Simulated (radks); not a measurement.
**Valence configurations of Ga³⁺**

An exercise on one series of results from a longer session: the logs are not shown, and one member is left open.

Program: radks (a radial shooting solver on a logarithmic mesh, Libxc functionals) version 1. Level of theory: scalar-relativistic Kohn-Sham, r2SCAN, spin-polarised, spherical densities, finite nucleus; open shells are filled with parallel spins first. These are calculated values, not measurements, unless marked.

**What is computed**

- element: gallium (Z = 31)
- charge: +3
- electrons: 28
- configuration: [Ar] 3d10
- nuclear rms radius: 3.9973 fm
- others tried: 3d9 4p1; 3d9 4s1; 3d8 4s1 4p1; 3d9.5 4s0.5; 3d8.5 4s1.5; 3d9 4s0.5 4p0.5; 3d8 4s2; 3d8.5 4s1 4p0.5; 3d8 4s0.5 4p1.5

Outer shells as boxes (Hund's rule):

Ga³⁺
```
[Ar] core
3d [↑↓][↑↓][↑↓][↑↓][↑↓]
```

The first run:

The run's settings:

```text
Z 31
configuration [Ar] 3d10
relativity scalar-relativistic
functional r2scan,r2scan
spin polarised
nucleus finite rms 3.9973 fm
c 137.035999084
```

Steps of the session up to this table: [Ar] 3d10.

One table of the session follows, with a row left open; its other results are not shown here.

From the orbitals of this run (lengths in bohr):

| level | <r> | outermost maximum (interpolated) | 90 % within | nodes |
| --- | --- | --- | --- | --- |
| 1s | 0.04861 | 0.0318 | 0.0869 | 0 |
| 2s | 0.2175 | 0.182 | 0.337 | 1 |
| 2p | 0.1907 | 0.146 | 0.311 | 0 |
| 3s | ? | ? | ? | ? |
| 3p | 0.6785 | 0.567 | 1.04 | 1 |
| 3d | 0.7835 | 0.536 | 1.33 | 0 |

**Question.** Estimate the row for 3s.

**Answer.** <r>: 0.6513; outermost maximum (interpolated): 0.564; 90 % within: 0.975; nodes: 2. In the column «<r>» it lies between 2s (0.2175) and 3p (0.6785).
